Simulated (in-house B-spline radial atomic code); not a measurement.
**Re⁴⁺: ionisation energy by several methods**

How far do functionals differ on the ionisation energy of Re⁴⁺? Each run solves Re⁴⁺ and then the next ion ([Xe] 4f14 5d2).

Program: in-house B-spline radial atomic code version 1. Level of theory: scalar-relativistic (X2C), several functionals, spin-polarised, exact exchange averaged over the configuration; spherical all-electron atom at the radial basis limit. These are calculated values, not measurements, unless marked.

**1. What is computed**

| Quantity | Value |
| --- | --- |
| element | rhenium (Z = 75) |
| charge | +4 |
| electrons | 71 |
| configuration | [Xe] 4f14 5d3 |
| nucleus | Fermi, rms radius 5.370 fm |

Outer shells as boxes (Hund's rule):

[Xe] 4f14 5d3
```
[Xe] core
4f [↑↓][↑↓][↑↓][↑↓][↑↓][↑↓][↑↓]
5d [↑ ][↑ ][↑ ][  ][  ]
```

Where spins are not typed, each open shell is filled with up spins first.

**2. HSE06**

Settings, as recorded:

```ini
Z = 75
electrons = 71.0
configuration = [Xe] 4f14 5d3
hamiltonian = x2c
method = hse06
spin_polarised = True
nucleus = fermi
rms_radius = 5.3698
mass_number = 187
atomic_mass = 186.955752217
speed_of_light = 137.035999084
exact_exchange = averaged over the configuration
```

On the command line:

```sh
> python run_scf.py task.json out
```

task.json lists these runs, among others, and the program works through them in turn.

**3. CAM-B3LYP**

Settings: those of step 2 with these lines changed.

```diff
@@ -4,3 +4,3 @@
 hamiltonian = x2c
-method = hse06
+method = camb3lyp
 spin_polarised = True
```

**4. PBE0**

Settings: those of step 3 with these lines changed.

```diff
@@ -4,3 +4,3 @@
 hamiltonian = x2c
-method = camb3lyp
+method = pbe0
 spin_polarised = True
```

**5. B3LYP**

Settings: those of step 4 with these lines changed.

```diff
@@ -4,3 +4,3 @@
 hamiltonian = x2c
-method = pbe0
+method = b3lyp
 spin_polarised = True
```

**6. r2SCAN0**

Settings: those of step 5 with these lines changed.

```diff
@@ -4,3 +4,3 @@
 hamiltonian = x2c
-method = b3lyp
+method = r2scan0
 spin_polarised = True
```

**7. ωB97X**

Settings: those of step 6 with these lines changed.

```diff
@@ -4,3 +4,3 @@
 hamiltonian = x2c
-method = r2scan0
+method = wb97x
 spin_polarised = True
```

The tabulated ionisation energy is 51.9 ± 1.9 eV (tabulated theoretical; NIST Atomic Spectra Database). What does each method give, and which comes nearest?

The runs gave:

| method | rung | total energy (hartree) | ΔSCF (eV) | −ε highest (eV) | ΔSCF less tabulated (eV) |
| --- | --- | --- | --- | --- | --- |
| PBE0 | global hybrid | -16690.0846 | 53.586 | 48.717 (5d up) | +1.686 |
| B3LYP | global hybrid | -16690.5985 | 53.551 | 48.281 (5d up) | +1.651 |
| r2SCAN0 | global hybrid | -16690.1572 | 53.666 | 48.850 (5d up) | +1.766 |
| HSE06 | range-separated hybrid | -16689.8578 | 53.547 | 48.267 (5d up) | +1.647 |
| CAM-B3LYP | range-separated hybrid | -16691.2649 | 53.507 | 50.104 (5d up) | +1.607 |
| ωB97X | range-separated hybrid | -16691.2221 | 53.111 | 50.919 (5d up) | +1.211 |

**Reading.** Tables give 51.9 ± 1.9 eV (tabulated theoretical; NIST Atomic Spectra Database) for the ionisation energy. ωB97X misses by +1.211 eV, the least, and r2SCAN0 by +1.766 eV (3.4 %), the most. The table's own uncertainty is as large as these misses, so the order means little. All methods miss on the same side by much the same amount, which points to something that they share. Relativistic terms that these runs lack can be as large as the gaps between close methods, so the nearest may be so by luck. Spin-orbit coupling is left out. Open shells are averaged (over orientations, and over spins where the run is restricted), while tables refer to the lowest levels.
